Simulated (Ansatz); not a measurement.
# SiTe2 on several prototypes: ranking of structure types by relaxed energy from a Python script

A script is to give a ranking of structure types by relaxed energy; the system is SiTe2 on several prototypes.

Computed with Ansatz 0.2.0, driven from Python. Level of theory: DFT r2SCAN, plane waves, PAW.

### Step 1. Starting point

SiTe2 Fm-3m: It takes space group Fm-3m (No. 225, cubic). The conventional cell has a = 6.750 Å, b = 6.750 Å, c = 6.750 Å, α = 90.00°, β = 90.00°, γ = 90.00°. Around Si (site symmetry m-3m) lie 8 Te at 2.92 Å. Around Te (site symmetry -43m) lie 4 Si at 2.92 Å.

SiTe2 P6/mmm: It takes space group P6/mmm (No. 191, hexagonal). The conventional cell has a = 4.250 Å, b = 4.250 Å, c = 4.675 Å, α = 90.00°, β = 90.00°, γ = 120.00°. Around Si (site symmetry 6/mmm) lie 12 Te at 3.39 Å. Te (site symmetry -6m2) has 3 Te at 2.45 Å as nearest neighbours.

SiTe2 P-3m1: The structure is trigonal, space group P-3m1 (No. 164). Conventional cell: a = 4.000 Å, b = 4.000 Å, c = 6.400 Å, α = 90.00°, β = 90.00°, γ = 120.00°. Si (site symmetry -3m) is surrounded by 6 Te at 2.81 Å. Around Te (site symmetry 3m) lie 3 Si at 2.81 Å.

No structure file is read: the coordinates are typed or built in the script.

### Step 2. The script

prototypes.py

```python
"""Structural preference of SiTe2 among simple prototypes."""

import ansatz
import pandas as pd
import spglib

FUNCTIONAL = "r2SCAN"
CUTOFF = 600
K_SPACING = 0.3
SMEARING = "gaussian"
SIGMA = 0.01


def fluorite(a_site, b_site, a):
    return (
        ansatz.Lattice.fcc(a)
        .space_group(225)
        .atom(a_site, (0, 0, 0))
        .atom(b_site, (0.25, 0.25, 0.25))
        .primitive()
    )


def alb2(A, B, a):
    return (
        ansatz.Lattice.from_parameters(a, a, 1.1 * a, alpha=90, beta=90, gamma=120)
        .space_group(191)
        .atom(A, (0, 0, 0))
        .atom(B, (1 / 3, 2 / 3, 0.5))
    )


def cdi2(first, second, a):
    return (
        ansatz.Lattice.from_parameters(a, a, 1.6 * a, alpha=90, beta=90, gamma=120)
        .space_group(164)
        .atom(first, (0, 0, 0))
        .atom(second, (1 / 3, 2 / 3, 0.25))
    )


def run_phase(name, crystal):
    calc = (
        crystal.calculation()
        .functional(FUNCTIONAL)
        .basis(CUTOFF)
        .kpoints(spacing=K_SPACING)
        .occupations(SMEARING, width=SIGMA)
        .stress()
        .band_table()
    )
    calc = calc.relax(force_tolerance=0.02, max_steps=60, cell=True)
    return calc.run(threads=1, backend="cpu")


def gap_ev(outcome):
    # nan where the run reports no band edges: a metal, overlapping bands, or a gap that is small against the smearing
    edges = outcome.report.get("band_edges_ev")
    return edges[1] - edges[0] if edges else float("nan")


def space_group(outcome):
    sites = outcome.report["lattice"]["sites"]
    kinds = sorted({site["symbol"] for site in sites})
    cell = (outcome.lattice.cell_ang, [site["position_frac"] for site in sites], [kinds.index(site["symbol"]) for site in sites])
    return spglib.get_spacegroup(cell, symprec=0.01)


def main() -> None:
    # starting lattice constants are rough guesses; the relaxation finds the rest
    phases = {}
    phases["fluorite"] = fluorite("Si", "Te", 6.75)
    phases["AlB2"] = alb2("Si", "Te", 4.25)
    phases["CdI2"] = cdi2("Si", "Te", 4.0)

    done = {}
    for name, crystal in phases.items():
        try:
            done[name] = run_phase(name, crystal)
        except ansatz.NonConvergedError as error:
            print(name, "did not converge:", str(error)[:120])

    energy = {name: o.report["energy_sigma0_ev"] / len(o.lattice.sites) for name, o in done.items()}
    lowest = min(energy.values())
    rows = [(name, len(o.lattice.sites), 1000 * (energy[name] - lowest), gap_ev(o), space_group(o)) for name, o in done.items()]
    rows.sort(key=lambda row: row[2])
    print(pd.DataFrame(rows, columns=["phase", "atoms", "dE (meV/atom)", "gap (eV)", "space group"]).round(4).to_string(index=False))
    print("order:", " < ".join(row[0] for row in rows))


if __name__ == "__main__":
    main()
```

### Step 3. The calls as engine input

The package turns the script's settings into the engine's input (first run):

```yaml
crystal:
  lattice:
    bravais: fcc
    a: 6.75
  space_group: 225
  atoms:
    - { symbol: Si, position: [0.0, 0.0, 0.0] }
    - { symbol: Te, position: [0.25, 0.25, 0.25] }
  reduce_to_primitive: true
basis:
  ecutwfc: 600.0
kpoints:
  mp_grid:
    kspacing: 0.3
hamiltonian:
  xc: r2scan
scf:
  occupations:
    method: gaussian
    width: 0.01
relax:
  f_tol: 0.02
  max_steps: 60
  cell: {}
output:
  stress: true
  eigenvalues: true
```

### Step 4. Running it

Command:

```
$ python prototypes.py
```

**Question.** Which of these structures comes out lowest, and how far apart are they?

As calculated:

| quantity | value |
| --- | --- |
| runs compared | 3 |
| lowest | run 3 (P-3m1) |
| next above it by | 534.9 meV/atom |

By space group at the end of each run: P-3m1 (+0 meV an atom, 29.8 Å³), Fm-3m (+535 meV an atom, 27.8 Å³) and P6/mmm (+788 meV an atom, 25.9 Å³). In run 2, the volume grew by 6.3 % over 11 moves, and the space group stayed P6/mmm. In run 3, over 7 moves the cell grew by 0.8 % in volume, and the space group stayed P-3m1. The cells are built on prototypes, so they need not be phases found in nature. Rows bear the name of their start, and a relaxation keeps or raises the symmetry. Differences under about 40 meV an atom lie within the error of mesh and functional.
